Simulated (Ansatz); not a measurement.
Working through a comparison of dispersion corrections of CH5NO2SSi, SMILES N[Si]1(O)OC1S

With Ansatz 0.2.0, Python API.

The cells in order, each with its output:

**Cell 1**
```python
import ansatz as az
```

**Cell 2**
```python
geometry_ang = [
    ('N', (-0.1641, -1.4645, -1.5524)),
    ('Si', (0.4281, -0.3128, -0.4905)),
    ('O', (1.5029, -1.1021, 0.4093)),
    ('O', (-0.7903, -0.0269, 0.5031)),
    ('C', (-0.4174, 1.2098, 0.0088)),
    ('S', (0.3213, 2.2519, 1.2033)),
    ('H', (-1.0386, -1.7755, -1.1367)),
    ('H', (0.4606, -2.1966, -1.599)),
    ('H', (1.5519, -0.8079, 1.3949)),
    ('H', (-1.0131, 1.7167, -0.7027)),
    ('H', (-0.7759, 2.451, 1.9824)),
]
geometry = az.Crystal.molecule()
for symbol, xyz in geometry_ang:
    geometry = geometry.atom(symbol, xyz)
```

**Cell 3**
```python
job = geometry.calculation().basis(gaussian='def2-SVP')
for name in ['blyp', 'b3lyp']:
    for correction in ('d3bj', 'd4'):
        summary = job.functional(name, dispersion=correction).run().report
        print(f'{name:8s} {correction:5s} total {summary["free_energy_ev"]:.5f} eV, of which dispersion {1000 * summary["dispersion"]["energy"]["ev"]:.2f} meV')
```
Output:
```text
blyp     d3bj  total -25402.95932 eV, of which dispersion -605.51 meV
blyp     d4    total -25403.00178 eV, of which dispersion -647.96 meV
b3lyp    d3bj  total -25405.82653 eV, of which dispersion -498.09 meV
b3lyp    d4    total -25405.80324 eV, of which dispersion -474.80 meV
```

Reading the output:
- Total energies depend on the basis set; only differences at equal settings carry meaning.
- The geometry is a force-field or estimated start, not a minimum of this method, and the basis set is short of its limit. D4 holds the three-body term, and d3bj doesn't.
- b3lyp holds the VWN-RPA fit, as in Gaussian; the form of ORCA and Turbomole is b3lyp5.
- It ran for 17 s on 1 thread of Intel(R) Xeon(R) Platinum 8488C (Sapphire Rapids), with other jobs on the host, peak memory 0.32 GiB.

(Lines on the test bed's own set-up are left out of the output.)
